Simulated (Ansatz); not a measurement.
# C2H8O2Si: one species, many methods

An exercise on one series of results from a longer session: the logs are not shown, and one member is left open.

The runs use Ansatz 0.2.0, Gaussian basis; functionals in def2-TZVPP, the program's frozen cores in correlated methods.

Plan: LDA (SPW92), PBE-D4, revPBE-D4, BLYP-D4, r2SCAN-D4, B97M-V, PBE0-D4, B3LYP-D4, r2SCANh-D4, r2SCAN0-D4, HSE06-D4, BHLYP-D4, CAM-B3LYP-D4, LC-ωPBE, ωB97X-V, ωB97M-V, B2PLYP, PBE-QIDH; CCSD(T)/def2-SVP; CCSD(T)/def2-TZVPP; MP2/def2-QZVPP; extrapolation to the limit; RPA on PBE.

### Structure used throughout

An earlier PBE0-D4 in a triple-zeta def2 set relaxation fixed the geometry.

SMILES `COC[SiH2]O`, 13 atoms, charge 0, spin multiplicity 1.

Atoms are counted from 1 here; the program's logs count them from 0.

Bond lengths: C1–O2 1.404 Å, C1–H6 1.099 Å, C1–H7 1.098 Å, C1–H8 1.090 Å, O2–C3 1.422 Å, C3–Si4 1.898 Å, C3–H9 1.094 Å, C3–H10 1.100 Å, Si4–O5 1.647 Å, Si4–H11 1.490 Å, Si4–H12 1.486 Å, O5–H13 0.962 Å. Angles: O2–C1–H6 112.2°, O2–C1–H7 111.2°, O2–C1–H8 107.4°, H6–C1–H7 108.2°, H6–C1–H8 108.8°, H7–C1–H8 109.0°, C1–O2–C3 112.8°, O2–C3–Si4 110.5°, O2–C3–H9 106.1°, O2–C3–H10 110.9°, Si4–C3–H9 108.6°, Si4–C3–H10 113.4°, H9–C3–H10 106.9°, C3–Si4–O5 106.1°, C3–Si4–H11 112.1°, C3–Si4–H12 110.4°, O5–Si4–H11 110.5°, O5–Si4–H12 109.7° and more.

Geometry (Å):

```mol
C2H8O2Si
  3D, bonds by distance, orders not assigned

 13 12  0  0  0  0  0  0  0  0999 V2000
   -1.2753   -0.8302    0.9317 C   0  0
   -0.3255    0.1671    1.2028 O   0  0
    0.9138   -0.0593    0.5427 C   0  0
    0.8096    0.4818   -1.2740 Si  0  0
   -0.1155    1.8448   -1.2917 O   0  0
   -1.5112   -0.8995   -0.1391 H   0  0
   -0.9238   -1.8145    1.2692 H   0  0
   -2.1836   -0.5717    1.4762 H   0  0
    1.6495    0.5701    1.0530 H   0  0
    1.2423   -1.1009    0.6698 H   0  0
    0.2046   -0.5698   -2.1384 H   0  0
    2.1646    0.7883   -1.8011 H   0  0
   -0.6290    1.9588   -0.4865 H   0  0
  1  2  8  0
  2  3  8  0
  3  4  8  0
  4  5  8  0
  1  6  8  0
  1  7  8  0
  1  8  8  0
  3  9  8  0
  3 10  8  0
  4 11  8  0
  4 12  8  0
  5 13  8  0
M  END
```

Set-up of the first run:

Input file in.yaml:

```yaml
crystal:
  periodic: [false, false, false]
  atoms:
    - {symbol: C, position_ang: [-1.275265, -0.830192, 0.931712]}
    - {symbol: O, position_ang: [-0.325472, 0.167143, 1.202808]}
    - {symbol: C, position_ang: [0.913849, -0.059254, 0.542659]}
    - {symbol: Si, position_ang: [0.809645, 0.481835, -1.274023]}
    - {symbol: O, position_ang: [-0.115535, 1.844803, -1.291679]}
    - {symbol: H, position_ang: [-1.511156, -0.899471, -0.139137]}
    - {symbol: H, position_ang: [-0.923803, -1.814493, 1.269239]}
    - {symbol: H, position_ang: [-2.183642, -0.571697, 1.476183]}
    - {symbol: H, position_ang: [1.649477, 0.570123, 1.052959]}
    - {symbol: H, position_ang: [1.242307, -1.100881, 0.669821]}
    - {symbol: H, position_ang: [0.204609, -0.569819, -2.138374]}
    - {symbol: H, position_ang: [2.164578, 0.788253, -1.801070]}
    - {symbol: H, position_ang: [-0.628992, 1.958850, -0.486497]}
basis:
  gaussian: {orbitals: def2-TZVPP}
hamiltonian: {xc: lda}
output: {orbitals: {seedname: orbitals}}
```

Command:

```console
$ ansatz run in.yaml --threads 4 --pin off --events-out ev --progress --plain --max-ram 10444MiB
```

Steps of the session up to this table: LDA; PBE-D4 (GGA); revPBE-D4 (GGA); BLYP-D4 (GGA); r2SCAN-D4 (meta-GGA); B97M-V (meta-GGA); B3LYP-D4 (hybrid); r2SCANh-D4 (hybrid); r2SCAN0-D4 (hybrid); HSE06-D4 (hybrid); BHLYP-D4 (hybrid); CAM-B3LYP-D4 (range-separated); LC-ωPBE (range-separated); ωB97X-V (range-separated); ωB97M-V (range-separated); B2PLYP (double hybrid); PBE-QIDH (double hybrid).

One table of the session follows, with a row left open; its other results are not shown here.

It belongs to the step «Orbital energies across the functionals». 

| functional | HOMO (eV) | gap (eV) |
| --- | --- | --- |
| LDA (SPW92) | -5.96 | 5.01 |
| PBE-D4 | -5.82 | 5.15 |
| revPBE-D4 | -5.77 | 5.23 |
| BLYP-D4 | -5.74 | 5.17 |
| r2SCAN-D4 | -6.10 | 5.88 |
| B97M-V | -6.28 | 5.81 |
| PBE0-D4 | -7.29 | 7.52 |
| B3LYP-D4 | -7.08 | 7.05 |
| r2SCANh-D4 | -6.65 | 6.73 |
| r2SCAN0-D4 | -7.49 | 7.99 |
| HSE06-D4 | -6.88 | 6.74 |
| BHLYP-D4 | -8.71 | 9.78 |
| CAM-B3LYP-D4 | -8.71 | 9.88 |
| LC-ωPBE | -9.99 | 12.42 |
| ωB97X-V | -9.69 | 11.93 |
| ωB97M-V | ? | ? |

**Question.** Estimate the row for ωB97M-V.

The run gave: HOMO (eV): -9.61; gap (eV): 11.50. In the column «HOMO (eV)» it lies between ωB97X-V (-9.69) and BHLYP-D4 (-8.71).
